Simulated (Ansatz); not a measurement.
# Na: stress in a strained cell

Aim: deform Na (equal xx and yy strain of -1 %) and compute stress, forces and field gradients with LAPW, PAW and all-electron datasets made for the crystal.

Method: DFT PBEsol, scalar-relativistic, in Ansatz 0.2.0.

**1. The system as given**

It takes space group Im-3m (No. 229, cubic). Conventional cell: a = 4.235 Å, b = 4.235 Å, c = 4.235 Å, α = 90.00°, β = 90.00°, γ = 90.00°. Na (site symmetry m-3m) has 8 Na at 3.67 Å as nearest neighbours.

Coordinates:

```xyz
1
Lattice="-2.1175 2.1175 2.1175 2.1175 -2.1175 2.1175 2.1175 2.1175 -2.1175" Properties=species:S:1:pos:R:3 pbc="T T T"
Na    0.0000    0.0000    0.0000
```

**2. The deformed structure**

Space group Im-3m before, I4/mmm after.

**3. Full-potential LAPW**

Contents of input.yaml:

```yaml
crystal:
  lattice:
    - [-2.096325, 2.096325, 2.1175]
    - [2.096325, -2.096325, 2.1175]
    - [2.096325, 2.096325, -2.1175]
  atoms:
    - { symbol: Na, position: [0.0, 0.0, 0.0] }
kpoints:
  mp_grid: { grid: [12, 12, 12] }
  band_path:
    path:
      - [0.0, 0.0, 0.0]
      - [0.0, 0.0, 0.5]
      - [0.25, 0.25, 0.25]
      - [0.0, 0.5, 0.0]
      - [0.0, 0.0, 0.0]
      - [0.5, 0.5, -0.5]
      - [0.495025, 0.504975, -0.495025]
      - [-0.495025, 0.495025, 0.495025]
      - [0.0, 0.0, 0.0]
    npoints: 5
scf:
  occupations: { method: fermi_dirac, width: 0.05 }
hamiltonian:
  xc: pbesol
  pseudopotentials: { kind: all_electron, lapw: { basis_error: 0.00025 } }
output:
  forces: true
  stress: true
  eigenvalues: true
```

On the command line:

```sh
$ ansatz run input.yaml --threads 1 --pin off --max-ram 3072MiB --backend cpu --events-out ev --progress --plain --runs-dir out
```

**4. PAW with frozen cores**

Contents of input.yaml:

```yaml
crystal:
  lattice:
    - [-2.096325, 2.096325, 2.1175]
    - [2.096325, -2.096325, 2.1175]
    - [2.096325, 2.096325, -2.1175]
  atoms:
    - { symbol: Na, position: [0.0, 0.0, 0.0] }
kpoints:
  mp_grid: { grid: [12, 12, 12] }
scf:
  occupations: { method: fermi_dirac, width: 0.05 }
hamiltonian:
  xc: pbesol
  pseudopotentials: { kind: paw }
output:
  forces: true
  stress: true
  eigenvalues: true
  efg: { contact_densities: true }
```

**5. Datasets made for this crystal**

input.yaml: that of step 4 with these lines changed.

```diff
@@ -13,3 +13,3 @@
   xc: pbesol
-  pseudopotentials: { kind: paw }
+  pseudopotentials: { kind: all_electron, datasets: crystal }
 output:
```

(Steps that only read results are left out.)

**Question.** What will these runs give? Wanted: pressure; largest shear or deviatoric stress.

The runs gave:

| quantity | value |
| --- | --- |
| pressure | LAPW -0.18, PAW -0.18, crystal datasets -0.18 GPa |
| largest shear or deviatoric stress (LAPW) | 0.02 GPa |

In words: The largest part of the stress beyond the pressure is 0.02 GPa in size, in the zz component. No run of the undeformed cell stands beside it, so the pressure holds what the given cell had before the change. PAW: stress within 0.01 GPa of LAPW. Crystal datasets: stress within 0.01 GPa of LAPW.
